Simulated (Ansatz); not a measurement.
# CH8InNSi2: small, medium and large basis sets

Aim: see how fast density functionals converge with the basis set for CH8InNSi2.

Computed with Ansatz 0.2.0, Gaussian basis. Level: one geometry, several basis sets.

Levels to be run: PBE0-D4/def2-SVP; ωB97M-V/def2-SVP; PBE0-D4/def2-QZVPP; ωB97M-V/def2-QZVPP; the functionals' def2-TZVPP values are taken from earlier runs.

1 further run of the same task is left out (for a known fault of the program).

**1. The relaxed structure**

All runs share one geometry, relaxed beforehand with PBE0-D4 in a triple-zeta def2 set. In takes the def2 core potential; no spin-orbit term is included.

SMILES `[InH2][CH2]N1[SiH2][SiH2]1`, 13 atoms, charge 0, spin multiplicity 1.

Atoms are counted from 1 here; the program's logs count them from 0.

Bond lengths: In1–C2 2.176 Å, In1–H6 1.728 Å, In1–H7 1.729 Å, C2–N3 1.457 Å, C2–H8 1.091 Å, C2–H9 1.091 Å, N3–Si4 1.737 Å, N3–Si5 1.737 Å, Si4–Si5 2.226 Å, Si4–H10 1.489 Å, Si4–H11 1.489 Å, Si5–H12 1.489 Å, Si5–H13 1.489 Å. Angles: C2–In1–H6 119.0°, C2–In1–H7 119.0°, H6–In1–H7 120.9°, In1–C2–N3 99.9°, In1–C2–H8 113.6°, In1–C2–H9 113.6°, N3–C2–H8 110.7°, N3–C2–H9 110.6°, H8–C2–H9 108.3°, C2–N3–Si4 139.9°, C2–N3–Si5 139.8°, Si4–N3–Si5 79.7°, N3–Si4–Si5 50.2°, N3–Si4–H10 117.1°, N3–Si4–H11 116.6°, Si5–Si4–H10 125.9°, Si5–Si4–H11 123.6°, H10–Si4–H11 109.0° and more.

Geometry (Å):

| atom | x (Å) | y (Å) | z (Å) |
| --- | --- | --- | --- |
| In1 | -1.9648 | 1.3034 | -0.1517 |
| C2 | -1.1297 | -0.5683 | 0.5786 |
| N3 | 0.2522 | -0.4130 | 0.1435 |
| Si4 | 1.2888 | -0.8630 | -1.1760 |
| Si5 | 1.7902 | 0.1019 | 0.7661 |
| H6 | -1.8154 | 2.7248 | 0.8205 |
| H7 | -2.4774 | 1.4053 | -1.7995 |
| H8 | -1.5790 | -1.4534 | 0.1257 |
| H9 | -1.1817 | -0.6756 | 1.6631 |
| H10 | 1.0807 | -0.1603 | -2.4718 |
| H11 | 1.4443 | -2.3211 | -1.4359 |
| H12 | 2.3168 | -0.6420 | 1.9438 |
| H13 | 1.9749 | 1.5615 | 0.9936 |

**2. PBE0-D4 in def2-SVP**

The input, in.yaml:

```yaml
crystal:
  periodic: [false, false, false]
  atoms:
    - {symbol: In, position_ang: [-1.964773, 1.303431, -0.151660]}
    - {symbol: C, position_ang: [-1.129730, -0.568314, 0.578607]}
    - {symbol: N, position_ang: [0.252197, -0.413050, 0.143455]}
    - {symbol: Si, position_ang: [1.288822, -0.863012, -1.175956]}
    - {symbol: Si, position_ang: [1.790219, 0.101898, 0.766095]}
    - {symbol: H, position_ang: [-1.815373, 2.724775, 0.820458]}
    - {symbol: H, position_ang: [-2.477370, 1.405269, -1.799471]}
    - {symbol: H, position_ang: [-1.578952, -1.453425, 0.125655]}
    - {symbol: H, position_ang: [-1.181704, -0.675627, 1.663074]}
    - {symbol: H, position_ang: [1.080687, -0.160318, -2.471756]}
    - {symbol: H, position_ang: [1.444300, -2.321091, -1.435906]}
    - {symbol: H, position_ang: [2.316794, -0.642012, 1.943825]}
    - {symbol: H, position_ang: [1.974895, 1.561455, 0.993581]}
basis:
  gaussian: {orbitals: def2-SVP}
hamiltonian: {xc: pbe0, dispersion: d4}
output: {orbitals: {seedname: orbitals}}
```

Command:

```bash
> ansatz run in.yaml --threads 2 --pin off --events-out ev --progress --plain --max-ram 20480MiB --backend cpu
```

Further steps of the session: ωB97M-V in def2-SVP; PBE0-D4 in def2-QZVPP; ωB97M-V in def2-QZVPP.

**Question.** What will the summary of the whole plan be? Wanted: PBE0-D4: double and triple zeta above quadruple; ωB97M-V: double and triple zeta above quadruple.

As calculated:

| quantity | value |
| --- | --- |
| PBE0-D4: double and triple zeta above quadruple | 9.53, 0.73 eV |
| ωB97M-V: double and triple zeta above quadruple | 9.66, 0.69 eV |

**Reading.** For PBE0-D4 the step from double to triple zeta gains 8.80 eV and the next only 0.73 eV. Total energies overstate the basis error of differences, where much of it tends to cancel.
